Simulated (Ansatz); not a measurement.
# ZrC: strong compression

The task here is to estimate one member of a computed series from the others.

The COD entry's cell or inner coordinates are ideal or old and differ from later refinements, so a difference from it is no clean test against experiment.

Program: Ansatz 0.2.0. Level of theory: DFT, r2SCAN, PAW with Ansatz's default frozen-core files, scalar-relativistic. These are calculated values, not measurements.

## The starting structure

It takes space group Fm-3m (No. 225, cubic). Conventional cell: a = 4.730 Å, b = 4.730 Å, c = 4.730 Å, α = 90.00°, β = 90.00°, γ = 90.00°. Around Zr (site symmetry m-3m) lie 6 C at 2.37 Å. C (site symmetry m-3m) is surrounded by 6 Zr at 2.37 Å.

As a file:

```xyz
2
Lattice="0.0000 2.3650 2.3650 2.3650 0.0000 2.3650 2.3650 2.3650 0.0000" Properties=species:S:1:pos:R:3 pbc="T T T"
Zr    2.3650    2.3650    2.3650
C     0.0000    0.0000    0.0000
```

Whether this phase is the stable one at these pressures isn't tested.

Atoms are numbered in the order of the input: Zr1, C2.

Set-up of the first run:

The input, input.yaml:

```yaml
crystal:
  lattice:
    - [0.0, 2.365, 2.365]
    - [2.365, 0.0, 2.365]
    - [2.365, 2.365, 0.0]
  atoms:
    - { symbol: Zr, position: [0.5, 0.5, 0.5] }
    - { symbol: C, position: [0.0, 0.0, 0.0] }
kpoints:
  mp_grid: { grid: [13, 13, 13] }
  band_path:
    path:
      - [0.0, 0.0, 0.0]
      - [0.5, 0.0, 0.5]
      - [0.625, 0.25, 0.625]
      - [0.375, 0.375, 0.75]
      - [0.0, 0.0, 0.0]
      - [0.5, 0.5, 0.5]
      - [0.5, 0.25, 0.75]
      - [0.5, 0.0, 0.5]
    npoints: 6
scf:
  occupations: { method: fermi_dirac, width: 0.05 }
hamiltonian:
  xc: r2scan
  pseudopotentials: { kind: paw }
output:
  forces: true
  stress: true
  eigenvalues: true
  efg: { contact_densities: true }
  populations: true
```

The run is started by

```console
$ ansatz run input.yaml --threads 1 --pin off --max-ram 2048MiB --backend cpu --events-out ev --progress --plain --runs-dir out
```

Steps of the session up to this table: Volume scaled by 1, PAW; Volume scaled by 0.8, PAW; Volume scaled by 0.7, PAW; Volume scaled by 0.55, PAW.

One table of the session follows, with a row left open; its other results are not shown here.

| method | volume over the first | volume (Å³/atom) | pressure (GPa) |
| --- | --- | --- | --- |
| PAW | 1 | ? | ? |
| PAW | 0.8 | 10.582 | 73.70 |
| PAW | 0.7 | 9.260 | 155.12 |
| PAW | 0.55 | 7.275 | 407.04 |

**Question.** Estimate the row for PAW, 1.

**Answer.** volume (Å³/atom): 13.228; pressure (GPa): -2.64. In the column «volume (Å³/atom)» it is the highest.

To keep in mind: A fit over so wide a range leans to the high pressures, so B₀ can be off by several per cent. Warnings in the runs' records: gradients without spin orbit.
